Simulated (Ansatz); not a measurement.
# BH₂SBr (SMILES SBBr): energies and forces away from the minimum

Aim: displace all atoms at random from the minimum and see how well density functionals give the CCSD(T) energy and forces there.

The runs use Ansatz 0.2.0, Gaussian basis; single points with forces in def2-TZVPP.

Levels: PBE-D4, r2SCAN-D4, PBE0-D4, wB97M-V, Hartree-Fock, MP2, CCSD, CCSD(T). Each coordinate is moved by a Gaussian draw of the width named (0.7 of it for atoms other than hydrogen): 0.12, 0.04 Å.

Cores are frozen in the correlated methods. Filled d shells of the heavier atoms are correlated.

### Step 1. The starting structure

The minimum, relaxed at PBE0-D4: SMILES `SBBr`, 5 atoms, charge 0, spin multiplicity 1.

Atoms are counted from 1 here; the program's logs count them from 0.

Bond lengths: S1–B2 1.773 Å, S1–H4 1.344 Å, B2–Br3 1.907 Å, B2–H5 1.187 Å. Angles: B2–S1–H4 96.3°, S1–B2–Br3 118.5°, S1–B2–H5 122.7°, Br3–B2–H5 118.8°.

As a file:

```
atom    x (Å)    y (Å)    z (Å)
  S1  -1.3121  -0.0432  -0.2861
  B2   0.4037  -0.1652   0.1447
 Br3   1.0209  -1.7613   0.9852
  H4  -1.2443   1.1902  -0.8161
  H5   1.1818   0.7059  -0.0690
```

Energies of the minimum (eV), from earlier single points: PBE-D4 -81576.46629, r2SCAN-D4 -81591.15457, PBE0-D4 -81579.96147, B3LYP-D4 -81594.32432, wB97M-V -81587.80215, CCSD(T) -81538.52804.

### Step 2. Structure 1, width 0.12 Å

File ccsdt-tzvpp/in.yaml:

```yaml
crystal:
  periodic: [false, false, false]
  atoms:
    - {symbol: S, position_ang: [-1.259516, 0.017809, -0.249382]}
    - {symbol: B, position_ang: [0.418028, -0.117830, 0.069993]}
    - {symbol: Br, position_ang: [0.985239, -1.803843, 0.972620]}
    - {symbol: H, position_ang: [-1.332036, 1.168941, -0.942280]}
    - {symbol: H, position_ang: [1.265487, 0.672846, -0.204334]}
basis:
  gaussian: {orbitals: def2-TZVPP}
correlation: {method: ccsd_t}
output: {forces: true}
```

The command line of these runs was not kept.

Log (excerpt; [...] marks lines left out):

```text
Functional definition: HF
  name "HF"
  cite "Fock, Z. Phys. 61, 126 (1930) doi:10.1007/BF01340294"
  parent pbe
[...]
913 factors; integrals over basis functions are off by at most 9.2e-4 eV
[...]
mean field -81521.85603152 eV, -2995.8729516598 hartree, gradient 8.6e-6 eV, S^2 0.000000; 0 other end points of the search recorded, 0 dependent functions left out
15 core orbitals not correlated: weight in the atoms' cores, before any rotation towards them, 1.000 or more for the frozen orbitals, at most 0.000 for the correlated occupied ones
reference -81521.85603152 eV, -2995.8729516598 hartree; 14, 14 occupied and 120, 120 virtual orbitals, 913 factors
second order -15.06650336 eV of doubles, -0.00000000 eV of singles
cycle   1  -15.44617496 eV  change   -3.8e-1 eV  update   8.5e-2
[...]
cycle  11  -15.88150008 eV  change   -3.7e-6 eV  update   4.2e-6
perturbative correction -0.65612543 eV, -0.0241121648 hartree
[...]
working
Total energy: -81538.39365703 eV, -2996.4806981875 hartree
Atom 0 at    -1.259516     0.017809    -0.249382 Å, force    -1.884322     0.012146    -0.355607 eV/Å
Atom 1 at     0.418028    -0.117830     0.069993 Å, force     2.032098    -0.851184     0.626183 eV/Å
Atom 2 at     0.985239    -1.803843     0.972620 Å, force    -0.282603     0.996302    -0.460785 eV/Å
Atom 3 at    -1.332036     1.168941    -0.942280 Å, force     0.304068    -0.025745     0.158239 eV/Å
Atom 4 at     1.265487     0.672846    -0.204334 Å, force    -0.169242    -0.131519     0.031969 eV/Å
Dipole moment:    -0.164627     0.377323    -0.224102 e Å
```

Run time: 2.1 min. Hardware: 2 threads, shared host; peak memory 1.5 GiB.

The other levels were run on the same coordinates; their logs were not kept, and their results stand in the tables.

```csv
method,RMS force component (eV/Å),RMS error against CCSD(T) (eV/Å),angle to CCSD(T) forces (°),dipole (D)
PBE-D4,0.748,0.191,12.5,2.07
r2SCAN-D4,0.746,0.112,5.2,2.21
PBE0-D4,0.747,0.124,6.6,2.23
wB97M-V,0.760,0.090,3.9,2.28
CCSD(T),0.832,0,0,2.25
```

### Step 3. Structure 2, width 0.04 Å

File ccsdt-tzvpp/in.yaml:

```yaml
crystal:
  periodic: [false, false, false]
  atoms:
    - {symbol: S, position_ang: [-1.301731, -0.002374, -0.308171]}
    - {symbol: B, position_ang: [0.392925, -0.210045, 0.132343]}
    - {symbol: Br, position_ang: [1.053034, -1.767480, 0.956891]}
    - {symbol: H, position_ang: [-1.182781, 1.250041, -0.838880]}
    - {symbol: H, position_ang: [1.223076, 0.737732, -0.044699]}
basis:
  gaussian: {orbitals: def2-TZVPP}
correlation: {method: ccsd_t}
output: {forces: true}
```

Log (excerpt; [...] marks lines left out):

```text
[... 4 set-up lines as earlier in the session ...]
[...]
914 factors; integrals over basis functions are off by at most 1.1e-3 eV
[...]
mean field -81521.82773383 eV, -2995.8719117386 hartree, gradient 1.8e-6 eV, S^2 0.000000; 0 other end points of the search recorded, 0 dependent functions left out
15 core orbitals not correlated: weight in the atoms' cores, before any rotation towards them, 1.000 or more for the frozen orbitals, at most 0.000 for the correlated occupied ones
reference -81521.82773383 eV, -2995.8719117386 hartree; 14, 14 occupied and 120, 120 virtual orbitals, 914 factors
second order -15.11434104 eV of doubles, -0.00000000 eV of singles
cycle   1  -15.48731929 eV  change   -3.7e-1 eV  update   8.5e-2
[...]
cycle  11  -15.92670236 eV  change   -7.3e-6 eV  update   4.2e-6
perturbative correction -0.65908447 eV, -0.0242209076 hartree
[...]
working
Total energy: -81538.41352066 eV, -2996.4814281624 hartree
Atom 0 at    -1.301731    -0.002374    -0.308171 Å, force    -0.476509     0.425652    -0.370866 eV/Å
Atom 1 at     0.392925    -0.210045     0.132343 Å, force     1.547973     1.961889    -0.248081 eV/Å
Atom 2 at     1.053034    -1.767480     0.956891 Å, force     0.028034    -0.509639     0.182706 eV/Å
Atom 3 at    -1.182781     1.250041    -0.838880 Å, force     0.021748    -0.599844     0.291302 eV/Å
Atom 4 at     1.223076     0.737732    -0.044699 Å, force    -1.121247    -1.278058     0.144939 eV/Å
Dipole moment:    -0.092237     0.257857    -0.135410 e Å
```

It took 2 min on 2 threads, shared host; peak memory 1.5 GiB.

| method | RMS force component (eV/Å) | RMS error against CCSD(T) (eV/Å) | angle to CCSD(T) forces (°) | dipole (D) |
| --- | --- | --- | --- | --- |
| PBE-D4 | 0.736 | 0.166 | 9.6 | 1.36 |
| r2SCAN-D4 | 0.785 | 0.076 | 3.9 | 1.46 |
| PBE0-D4 | 0.764 | 0.102 | 5.1 | 1.47 |
| wB97M-V | 0.827 | 0.071 | 4.8 | 1.48 |
| CCSD(T) | 0.837 | 0 | 0 | 1.47 |

### Step 4. All structures together

Energy above the minimum (kJ/mol):

| structure | width (Å) | PBE-D4 | r2SCAN-D4 | PBE0-D4 | wB97M-V | Hartree-Fock | MP2 | CCSD | CCSD(T) |
| --- | --- | --- | --- | --- | --- | --- | --- | --- | --- |
| 1 | 0.12 | 10.9 | 11.4 | 11.8 | 11.7 | 11.1 | 13.6 | 13.0 | 13.0 |
| 2 | 0.04 | 8.6 | 10.4 | 10.0 | 11.6 | 13.8 | 11.7 | 11.4 | 11.0 |

Miss and cost, level by level (times from a shared host):

| method | mean energy error from CCSD(T) (kJ/mol) | mean time a point |
| --- | --- | --- |
| PBE-D4 | 2.2 | 2.1 s |
| r2SCAN-D4 | 1.1 | 3.6 s |
| PBE0-D4 | 1.1 | 2.8 s |
| wB97M-V | 0.9 | 10 s |
| Hartree-Fock | 2.3 | part of the CCSD(T) run |
| MP2 | 0.7 | part of the CCSD(T) run |
| CCSD | 0.2 | part of the CCSD(T) run |
| CCSD(T) | 0 | 2 min |

For cost: wB97M-V comes within 0.9 kJ/mol at 10 s a point, where CCSD(T) needs 2 min.

### Step 5. What came out

```
                         quantity                                                                                            value
energy above the minimum, CCSD(T)                                                                                13.0, 11.0 kJ/mol
                mean energy error  PBE-D4 2.2, r2SCAN-D4 1.1, PBE0-D4 1.1, wB97M-V 0.9, Hartree-Fock 2.3, MP2 0.7, CCSD 0.2 kJ/mol
             mean RMS force error                                 PBE-D4 0.178, r2SCAN-D4 0.094, PBE0-D4 0.113, wB97M-V 0.080 eV/Å
            largest T1 diagnostic                                                                                            0.011
```

In energy CCSD is nearest to CCSD(T) and Hartree-Fock farthest. For forces wB97M-V is best, off by 10 % of the typical force, and PBE-D4 worst (21 %).
